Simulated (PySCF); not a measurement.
# C6H6BF2N: the cost of one run

Computed with PySCF 2.14.0 and routines of our own; the level stands in each step. Atoms count from 0.

## Step 1: The starting structure

16 atoms, charge 0, multiplicity 1; geometry from: GFN2-xTB.

## Step 2: Optimising the geometry at PBE0-D3(BJ)/def2-SVP

The job: settings as JSON, then the geometry in Å.

```
{"job": {"xc": "PBE0", "basis": "def2-SVP", "d3": "d3bj", "grid": 2, "kind": "geom"}, "charge": 0, "multiplicity": 1}
C     -2.668444     0.044758     0.016065
C     -1.175167     0.035592     0.033391
C     -0.430946    -0.817323    -0.771515
C      0.950902    -0.768125    -0.717227
C      1.578084     0.139310     0.145130
B      3.136724     0.215880     0.229874
F      3.806299     1.040977     1.002008
F      3.903625    -0.576894    -0.501117
N      0.852723     0.959491     0.917563
C     -0.457449     0.904870     0.859644
H     -3.063610     0.170688     1.021917
H     -3.026622     0.878129    -0.589103
H     -3.058494    -0.876884    -0.408939
H     -0.928648    -1.513877    -1.432144
H      1.553144    -1.420618    -1.330154
H     -0.979720     1.592971     1.513197
```

Started as:

```console
> OMP_NUM_THREADS=1 python excited_run.py task.json out
```

This one command runs all jobs of the session in turn.

**Question.** How long does this first job take on 1 thread of Arm Neoverse V1, shared host, and how much memory does it need?

About 2 min, with a peak of 0.8 GiB.
